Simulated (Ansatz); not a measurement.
# GeH4O: the cost of one run

Method: the settings change from run to run; program: Ansatz 0.2.0, Gaussian basis.

17 further runs of the same task are left out: 1 for a known fault of the program, 6 that didn't finish, 10 set aside as unsound or not needed.

**1. What is computed**

The geometry is a PBE0/def2-TZVP stationary point (not a proven minimum) of the parent state, kept for this charge and spin. No spin-orbit coupling is included. The filled d shell of Ge may be among the frozen orbitals whatever the setting's name suggests; the logs give the count.

6 atoms, charge 0, spin multiplicity 3.

Atoms are counted from 1 here; the program's logs count them from 0.

Bond lengths: Ge1–O2 1.783 Å, Ge1–H3 1.541 Å, Ge1–H4 1.531 Å, Ge1–H5 1.541 Å, O2–H6 0.959 Å. Angles: O2–Ge1–H3 109.9°, O2–Ge1–H4 104.3°, O2–Ge1–H5 109.9°, H3–Ge1–H4 111.4°, H3–Ge1–H5 109.7°, H4–Ge1–H5 111.4°, Ge1–O2–H6 112.7°.

**2. CCSD(T) on UHF/cc-pVDZ**

in.yaml reads:

```yaml
crystal:
  periodic: [false, false, false]
  atoms:
    - {symbol: Ge, position_ang: [0.000000, -0.011677, 0.315636]}
    - {symbol: O, position_ang: [0.000000, 0.105329, -1.463675]}
    - {symbol: H, position_ang: [1.259685, -0.760144, 0.793059]}
    - {symbol: H, position_ang: [0.000000, 1.443682, 0.790510]}
    - {symbol: H, position_ang: [-1.259685, -0.760144, 0.793059]}
    - {symbol: H, position_ang: [0.000000, -0.753786, -1.890382]}
basis:
  gaussian: {orbitals: cc-pVDZ}
magnetization: {spin_polarized: true, initial_magnetization: 2}
correlation: {method: ccsd_t, electrons: valence}
output: {forces: true}
```

Launch:

```bash
$ ansatz run in.yaml --threads 1 --pin off --events-out ev --progress --plain --max-ram 2393MiB
```

What time and memory should one allow on 1 thread of Intel Xeon at 2.50GHz, shared host?

About 98 s, with a peak of 0.32 GiB.
